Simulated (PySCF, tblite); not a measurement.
# C₇H₁₀BFO: geometry, infrared bands and NMR shifts

Aim: predict the infrared bands and NMR shifts of C₇H₁₀BFO (`CCCc1ccoc1BF`).

Programs: tblite 0.8.0 and PySCF 2.14.0, with density-fitted response routines of our own. Each step states its level of theory. These are calculated values for one molecule in the gas phase, unless marked as measured. Atoms are numbered from 0 throughout.

**1. Starting geometry**

20 atoms, charge 0, multiplicity 1; geometry from: force field or distance geometry start.

Bonds of the start (Å): C0–C1 1.52, C1–C2 1.51, C2–C3 1.46, C3–C4 1.40, C4–C5 1.38, C5–O6 1.32, O6–C7 1.31, C7–B8 1.55, B8–F9 1.43, C7–C3 1.38, C0–H10 1.10, C0–H11 1.11, C0–H12 1.12, C1–H13 1.12, C1–H14 1.12, C2–H15 1.12, C2–H16 1.11, C4–H17 1.08, C5–H18 1.10, B8–H19 1.20.

**2. Optimising the geometry with GFN2-xTB**

The job: settings as JSON, then the geometry in Å.

```
{"job": {"kind": "relax", "xc": "GFN2-xTB", "basis": "xTB"}, "charge": 0, "multiplicity": 1}
C     -2.876700    -0.060600    -0.287800
C     -1.509900    -0.096100     0.376900
C     -0.531100    -0.240200    -0.770300
C      0.875200    -0.294400    -0.385600
C      1.602000    -1.493500    -0.364300
C      2.873500    -1.158800     0.049100
O      2.924200     0.143400     0.283100
C      1.753600     0.683000     0.045300
B      1.434000     2.187600     0.209200
F      0.206400     2.789200    -0.214600
H     -3.700500     0.109700     0.421700
H     -2.838700     0.676700    -1.118600
H     -2.994800    -1.048200    -0.799200
H     -1.418200    -0.948200     1.093000
H     -1.308400     0.858500     0.926700
H     -0.875400    -1.159400    -1.299300
H     -0.774300     0.600900    -1.460300
H      1.259300    -2.483400    -0.638300
H      3.722400    -1.849300     0.181400
H      2.172200     2.793900     0.929400
```

The run is started by

```bash
OMP_NUM_THREADS=1 python probes_run.py task.json out
```

The driver reads the jobs from task.json and runs them one after another.

Standard output:

```text
step      E/eV     max force
  0    -820.27200    3.041
  1    -820.62779    1.731
  2    -820.71830    1.089
  3    -820.76808    0.988
  4    -820.82660    0.513
  5    -820.84424    0.384
  6    -820.86147    0.390
  7    -820.87593    0.400
  8    -820.89076    0.253
  9    -820.90316    0.243
 10    -820.91468    0.259
 11    -820.92466    0.321
 12    -820.93434    0.258
 13    -820.94340    0.187
 14    -820.95042    0.160
 15    -820.95503    0.155
 16    -820.95809    0.106
 17    -820.96023    0.096
 18    -820.96196    0.089
 19    -820.96337    0.081
 20    -820.96445    0.068
 21    -820.96539    0.078
 22    -820.96639    0.073
 23    -820.96762    0.081
 24    -820.96917    0.092
 25    -820.97092    0.092
 26    -820.97261    0.103
 27    -820.97408    0.082
 28    -820.97539    0.086
 29    -820.97657    0.079
 30    -820.97745    0.064
 31    -820.97795    0.054
 32    -820.97824    0.043
 33    -820.97850    0.040
 34    -820.97881    0.044
 35    -820.97912    0.050
 36    -820.97937    0.039
 37    -820.97956    0.032
 38    -820.97973    0.025
 39    -820.97991    0.029
 40    -820.98008    0.027
 41    -820.98023    0.032
 42    -820.98035    0.029
 43    -820.98045    0.021
 44    -820.98053    0.019
 45    -820.98061    0.029
 46    -820.98075    0.039
 47    -820.98096    0.040
 48    -820.98124    0.040
 49    -820.98153    0.043
 50    -820.98179    0.035
 51    -820.98204    0.040
 52    -820.98229    0.034
 53    -820.98256    0.043
 54    -820.98282    0.046
 55    -820.98311    0.037
 56    -820.98340    0.042
 57    -820.98365    0.034
 58    -820.98382    0.030
 59    -820.98395    0.024
 60    -820.98409    0.028
 61    -820.98424    0.025
 62    -820.98439    0.026
 63    -820.98452    0.025
 64    -820.98465    0.022
 65    -820.98477    0.024
 66    -820.98487    0.026
 67    -820.98497    0.030
 68    -820.98507    0.028
 69    -820.98518    0.021
 70    -820.98527    0.018
 71    -820.98535    0.018
 72    -820.98542    0.022
 73    -820.98553    0.027
 74    -820.98567    0.028
 75    -820.98581    0.032
 76    -820.98593    0.026
 77    -820.98604    0.023
 78    -820.98618    0.027
 79    -820.98634    0.025
 80    -820.98649    0.030
 81    -820.98664    0.031
 82    -820.98679    0.027
 83    -820.98697    0.033
 84    -820.98714    0.026
 85    -820.98726    0.023
 86    -820.98733    0.017
 87    -820.98737    0.014
 88    -820.98740    0.013
 89    -820.98744    0.014
 90    -820.98750    0.018
 91    -820.98757    0.017
 92    -820.98763    0.024
 93    -820.98769    0.019
 94    -820.98774    0.018
 95    -820.98787    0.027
 96    -820.98798    0.026
 97    -820.98812    0.027
 98    -820.98822    0.023
 99    -820.98831    0.022
100    -820.98840    0.019
101    -820.98847    0.017
102    -820.98852    0.015
103    -820.98854    0.013
104    -820.98857    0.010
```

Wall time 0.78 s (1 thread of Arm Neoverse V1, shared host).

The steps of the relaxation: (not every step is listed)

| step | energy from step 0 (eV) | largest force (eV/Å) |
| --- | --- | --- |
| 0 | 0.0000 | 3.0408 |
| 1 | -0.3558 | 1.7310 |
| 2 | -0.4463 | 1.0893 |
| 3 | -0.4961 | 0.9876 |
| 4 | -0.5546 | 0.5127 |
| 5 | -0.5722 | 0.3842 |
| 6 | -0.5895 | 0.3900 |
| 7 | -0.6039 | 0.3999 |
| 8 | -0.6188 | 0.2533 |
| 17 | -0.6882 | 0.0955 |
| 26 | -0.7006 | 0.1033 |
| 35 | -0.7071 | 0.0497 |
| 44 | -0.7085 | 0.0194 |
| 53 | -0.7106 | 0.0433 |
| 62 | -0.7124 | 0.0255 |
| 71 | -0.7133 | 0.0184 |
| 80 | -0.7145 | 0.0300 |
| 89 | -0.7154 | 0.0142 |
| 98 | -0.7162 | 0.0234 |
| 99 | -0.7163 | 0.0217 |
| 100 | -0.7164 | 0.0191 |
| 101 | -0.7165 | 0.0173 |
| 102 | -0.7165 | 0.0153 |
| 103 | -0.7165 | 0.0126 |
| 104 | -0.7166 | 0.0100 |

Close pairs (by a distance rule), those that changed most:

| bond | before (Å) | after (Å) | change (Å) |
| --- | --- | --- | --- |
| B8–F9 | 1.431 | 1.325 | -0.107 |
| O6–C7 | 1.311 | 1.368 | +0.058 |
| C0–H12 | 1.118 | 1.088 | -0.030 |
| C2–C3 | 1.459 | 1.488 | +0.029 |
| C5–H18 | 1.102 | 1.073 | -0.029 |
| C1–H14 | 1.120 | 1.092 | -0.028 |
| C2–H16 | 1.115 | 1.090 | -0.024 |
| C1–H13 | 1.117 | 1.093 | -0.024 |

The end geometry stands in the next job.

**3. Infrared spectrum with GFN2-xTB**

The job: settings as JSON, then the geometry in Å.

```
{"job": {"kind": "ir", "xc": "GFN2-xTB", "basis": "xTB"}, "charge": 0, "multiplicity": 1}
C     -2.956690    -0.097371    -0.212158
C     -1.517373    -0.241560     0.263367
C     -0.530573    -0.174551    -0.910270
C      0.870565    -0.309799    -0.427880
C      1.593169    -1.513469    -0.286269
C      2.808585    -1.165096     0.228246
O      2.890746     0.147991     0.416987
C      1.706170     0.706974     0.021438
B      1.520507     2.219642     0.127045
F      0.376500     2.762426    -0.261966
H     -3.642487    -0.146360     0.630295
H     -3.095021     0.857932    -0.712766
H     -3.212916    -0.892075    -0.909850
H     -1.394381    -1.193110     0.786199
H     -1.280303     0.559383     0.966169
H     -0.751973    -0.980365    -1.613528
H     -0.655392     0.780463    -1.421222
H      1.257401    -2.499172    -0.536078
H      3.664779    -1.756907     0.490450
H      2.343538     2.945704     0.539363
```

Standard output:

```text
mode    cm-1     km/mol
  1      31.0      0.46
  2      70.8      0.04
  3      88.7      0.25
  4     130.8      0.12
  5     152.8      1.01
  6     196.4      2.52
  7     233.7      0.00
  8     304.8      1.18
  9     325.8      0.37
 10     360.0      0.44
 11     419.8      4.29
 12     598.7     16.15
 13     649.8     12.81
 14     686.8     35.35
 15     742.3     75.84
 16     754.3     15.57
 17     785.8      1.56
 18     796.7      4.43
 19     836.0      4.60
 20     875.0      9.02
 21     900.4      0.86
 22     938.0      2.99
 23    1018.2      7.79
 24    1041.9      4.37
 25    1060.8      0.48
 26    1092.1      0.59
 27    1101.7     71.55
 28    1112.0      9.51
 29    1153.6     59.95
 30    1186.4     54.15
 31    1225.1      1.30
 32    1251.0     27.89
 33    1271.7     12.53
 34    1281.4      7.03
 35    1298.1    289.27
 36    1350.2      7.89
 37    1405.7    194.50
 38    1414.3      1.06
 39    1464.2      1.13
 40    1481.1      2.41
 41    1493.9      0.44
 42    1502.5      2.98
 43    1503.9      1.95
 44    1553.8     86.79
 45    2630.6    143.93
 46    2967.4     18.37
 47    2976.7     28.20
 48    2990.5     35.11
 49    3005.8     19.45
 50    3030.4     53.31
 51    3037.7     48.41
 52    3041.9     30.75
 53    3154.9      5.81
 54    3183.4     16.78
```

It took 0.8 s on 1 thread of Arm Neoverse V1, shared host.

The strongest bands and the atoms that carry them (share of the mass-weighted mode):

| cm⁻¹ | km/mol | atoms |
| --- | --- | --- |
| 742 | 75.8 | H19 40 %, B8 30 %, C7 11 % |
| 1102 | 71.5 | O6 16 %, C7 15 %, H18 14 %, H17 11 % |
| 1154 | 60.0 | B8 17 %, C7 16 %, C3 11 % |
| 1186 | 54.1 | O6 34 %, C7 27 %, H18 22 % |
| 1298 | 289.3 | B8 43 %, C7 15 % |
| 1406 | 194.5 | C7 27 %, C4 25 %, C3 24 %, C5 11 % |
| 1554 | 86.8 | C3 35 %, C7 23 %, C4 19 %, C5 14 % |
| 2631 | 143.9 | H19 92 % |

**4. Shielding tensors: PBE0/pcSseg-1**

Settings changed since step 3:

```diff
@@ -1,2 +1,2 @@
-{"job": {"kind": "ir", "xc": "GFN2-xTB", "basis": "xTB"}, "charge": 0, "multiplicity": 1}
+{"job": {"kind": "nmr", "xc": "PBE0", "basis": "pcSseg-1"}, "charge": 0, "multiplicity": 1}
 C     -2.956690    -0.097371    -0.212158
```

With the program's defaults for keys left out, this is: GIAO PBE0/pcSseg-1 NMR shielding, non-relativistic, gas phase.

Standard output:

```text
coarse grid: 17064 points
cycle   1  E = -471.9862987811  dE =  1.539e+00  |g| = 6.182e-01  |ddm| = 4.109e+00
cycle   2  E = -471.9393820954  dE =  4.692e-02  |g| = 8.429e-01  |ddm| = 1.109e+00
cycle   3  E = -472.0624702333  dE = -1.231e-01  |g| = 9.131e-02  |ddm| = 6.213e-01
cycle   4  E = -472.0637767768  dE = -1.307e-03  |g| = 4.135e-02  |ddm| = 9.018e-02
cycle   5  E = -472.0641203477  dE = -3.436e-04  |g| = 1.648e-02  |ddm| = 5.131e-02
cycle   6  E = -472.0641791389  dE = -5.879e-05  |g| = 5.660e-03  |ddm| = 1.980e-02
cycle   7  E = -472.0641855379  dE = -6.399e-06  |g| = 9.269e-04  |ddm| = 4.403e-03
final grid: 166200 points
cycle   8  E = -472.1378667509  dE = -5.640e-05  |g| = 1.228e-02  |ddm| = 4.024e-02
cycle   9  E = -472.1378166657  dE =  5.009e-05  |g| = 2.004e-02  |ddm| = 2.428e-02
cycle  10  E = -472.1378971017  dE = -8.044e-05  |g| = 3.030e-03  |ddm| = 1.673e-02
cycle  11  E = -472.1378992262  dE = -2.125e-06  |g| = 3.306e-04  |ddm| = 2.831e-03
cycle  12  E = -472.1378992462  dE = -1.998e-08  |g| = 1.513e-04  |ddm| = 4.216e-04
cycle  13  E = -472.1378992510  dE = -4.837e-09  |g| = 4.022e-05  |ddm| = 1.629e-04
cycle  14  E = -472.1378992514  dE = -3.990e-10  |g| = 1.023e-05  |ddm| = 4.864e-05
converged SCF energy = -472.1378992514

GIAO shielding tensors (ppm)
atom      isotropic    diamagn.    paramagn.     s11        s22        s33       span
  0 C      169.236     245.609     -76.373    158.738    161.342    187.626     28.888
  1 C      152.599     249.061     -96.462    136.999    148.860    171.938     34.939
  2 C      153.319     248.598     -95.280    133.620    155.056    171.280     37.661
  3 C       29.373     259.273    -229.901    -50.840    -10.767    149.726    200.566
  4 C       67.108     251.363    -184.255    -16.665     68.903    149.087    165.751
  5 C       29.913     254.923    -225.011    -50.193     31.836    108.095    158.289
  6 O       13.576     400.877    -387.301   -149.018    -64.296    254.041    403.059
  7 C       26.071     257.458    -231.387    -50.323     22.687    105.850    156.174
  8 B       59.768     192.595    -132.827     24.235     66.102     88.966     64.731
  9 F      236.132     473.141    -237.010     56.917    138.629    512.849    455.932
 10 H       30.365      27.713       2.652     25.954     27.290     37.850     11.896
 11 H       30.500      29.091       1.409     26.027     29.270     36.202     10.175
 12 H       30.687      28.768       1.919     26.320     28.986     36.755     10.435
 13 H       30.078      32.976      -2.898     25.120     31.037     34.078      8.958
 14 H       30.151      33.533      -3.382     25.525     30.941     33.989      8.464
 15 H       29.291      32.545      -3.255     24.567     29.472     33.833      9.266
 16 H       28.393      32.891      -4.497     24.009     28.635     32.536      8.527
 17 H       25.085      33.440      -8.355     23.024     24.482     27.750      4.726
 18 H       23.960      29.708      -5.748     21.160     25.083     25.637      4.477
 19 H       26.231      28.582      -2.351     23.506     26.875     28.313      4.807
```

Wall time 59 s (1 thread of Arm Neoverse V1, shared host); peak memory 1.1 GiB.

Shifts follow as δ = σ(reference) − σ, with reference shieldings (ppm) from runs at the same level and on the same kind of geometry: 1H TMS 31.72, 13C TMS 186.9, 19F CFCl3 170.9, 17O H2O 336.1, 11B BF3·OEt2 100.1. The references are single molecules in the gas phase, so shifts against H2O, NH3, PH3, H3PO4 or CFCl3 are not on the usual liquid scales and can be off by tens of ppm. Atoms listed in one row are averaged.

| atoms | environment | σ (ppm) | δ (ppm) | δ scaled to CDCl3 |
| --- | --- | --- | --- | --- |
| C7 | substituted aromatic carbon next to the ring oxygen | 26.1 | 160.9 | 155.1 |
| C3 | substituted aromatic carbon | 29.4 | 157.6 | 151.9 |
| C5 | aromatic CH next to the ring oxygen | 29.9 | 157.0 | 151.3 |
| C4 | aromatic CH | 67.1 | 119.8 | 115.0 |
| C1 | sp3 CH2 | 152.6 | 34.3 | 31.6 |
| C2 | sp3 CH2 on an aromatic ring | 153.3 | 33.6 | 30.9 |
| C0 | methyl carbon | 169.2 | 17.7 | 15.4 |
| H18 | hydrogen on an aromatic CH next to the ring oxygen | 23.96 | 7.76 | 7.42 |
| H17 | hydrogen on an aromatic CH | 25.09 | 6.63 | 6.36 |
| H19 | hydrogen on a boron bonded to C, F | 26.23 | 5.49 | – |
| H15, H16 | hydrogen on an sp3 CH2 on an aromatic ring | 28.84 | 2.88 | 2.82 |
| H13, H14 | hydrogen on an sp3 CH2 | 30.11 | 1.60 | 1.62 |
| H10, H11, H12 | hydrogen on a methyl carbon | 30.52 | 1.20 | 1.24 |
| O6 | aromatic ring oxygen | 13.6 | 322.5 | – |
| B8 | boron bonded to C, F, H | 59.8 | 40.3 | – |
| F9 | fluorine bonded to B | 236.1 | -65.2 | – |

The scaled column applies a straight-line fit of computed shieldings to shifts measured in CDCl3, and one for carbons that bear F (root-mean-square error 0.16 ppm for H, 1.9 ppm for C).

The run also stored atomic charges by several schemes (e):

| atoms | Mulliken | IAO | Hirshfeld | ESP fit |
| --- | --- | --- | --- | --- |
| C0 | -0.26 | -0.42 | -0.12 | -0.36 |
| C1 | -0.28 | -0.24 | -0.06 | 0.29 |
| C2 | -0.08 | -0.26 | -0.07 | -0.26 |
| C3 | -0.28 | 0.01 | 0.00 | 0.10 |
| C4 | -0.13 | -0.24 | -0.09 | -0.46 |
| C5 | 0.21 | 0.04 | 0.03 | 0.11 |
| O6 | -0.37 | -0.21 | -0.06 | -0.24 |
| C7 | 0.04 | -0.04 | -0.05 | 0.00 |
| B8 | 0.49 | 0.35 | 0.19 | 0.40 |
| F9 | -0.30 | -0.31 | -0.12 | -0.24 |

Mayer bond orders: C0–C1 1.07, C1–C2 1.01, C2–C3 1.08, C3–C4 1.31, C4–C5 1.52, C5–O6 1.15, O6–C7 0.96, C7–B8 1.08, B8–F9 1.09, C7–C3 1.45.

Ring of atoms C3, C4, C5, O6, C7: NICS(0) -11.2, NICS(1) -10.6, NICS(1)zz -25.8 ppm (means of both faces).

The fields below are evaluated on a grid from the run's orbitals.

Frontier orbitals at PBE0/pcSseg-1, with the share of their density that lies nearest to each atom:

| orbital | energy (eV) | lies on |
| --- | --- | --- |
| HOMO | -6.98 | C7 37 %; C5 23 %; C3 12 % |
| LUMO | -1.41 | B8 31 %; C3, C5 about 14 % each; C7 9 % |

ELF in a plane through or near 8 of the atoms.

Ten even steps from '0' (0.00) to '9' (1.00):
```
0000000000000000000000000000
0000000000000000000000000000
0000000000000000000000000000
0000000000252000000000000000
0000000003999500000000000000
0000353005999500000000000000
0002899445687100000036200000
0002788487625100000399830000
0000024455586544422699820000
0000015750332867956537410000
0000268875496545645677300000
0000157542232001001899710000
0000000038981000000799710000
0000000242526762000154100000
0000007999236684000000000000
0000018999528873000000000000
0000004998104531000000000000
0000000242000000000000000000
0000000000000000000000000000
0000000000000000000000000000
```
The map spans 12.6 Å across and 11.1 Å up, centred on the molecule. Atoms in the plane (x, y in Å): C3 (-0.8, 0.3), C4 (-1.6, 1.5), C7 (-1.7, -0.7), B8 (-1.5, -2.2), F9 (-0.4, -2.7), H11 (3.1, -0.8), H12 (3.3, 0.9), H17 (-1.2, 2.5).

On the surface of density 0.002 e/bohr³ the electrostatic potential runs, from the 1st to the 99th percentile, from -0.91 V near O6 to 1.21 V near H18.

**5. Outcome**

| quantity | value |
| --- | --- |
| strongest single infrared mode (GFN2-xTB) | 1298 cm⁻¹, 289 km/mol |
| zero-point energy (GFN2-xTB) | 98.9 kcal/mol |
| 13C shifts against TMS (PBE0/pcSseg-1) | 160.9, 157.6, 157.0, 119.8, 34.3, 33.6, 17.7 ppm |
| 1H shifts against TMS (PBE0/pcSseg-1, means over atoms taken as alike) | 7.76, 6.63, 5.49, 2.88, 1.60, 1.20 ppm |
| 17O shifts against H2O (PBE0/pcSseg-1) | 322.5 ppm |
| 11B shifts against BF3·OEt2 (PBE0/pcSseg-1) | 40.3 ppm |
| 19F shifts against CFCl3 (PBE0/pcSseg-1) | -65.2 ppm |
| surface potential, 1st and 99th percentile | -0.91 V and 1.21 V |

What this shows: Relaxing lowered the energy by 0.717 eV in 104 steps; the close pair that moved most is B8–F9, from 1.431 to 1.325 Å. No mode is imaginary among the 54: a minimum at this level. The strongest single mode, at 1298 cm⁻¹, is spread over many atoms; the largest shares are those of B8, C7. GFN2-xTB is a fitted tight-binding method: band positions and strengths are rough. Its intensities can rank the bands wrongly. At PBE0/pcSseg-1: Shielding is most anisotropic at F9 (span 456 ppm, paramagnetic term -237 ppm). NICS(1)zz of -26 ppm above the planar ring from C3 marks a diatropic (aromatic) ring current. At PBE0/pcSseg-1, counted by nearest atom on the grid, the HOMO lies on C7 37 %; C5 23 %, the LUMO on B8 31 %; C3, C5 about 14 % each.
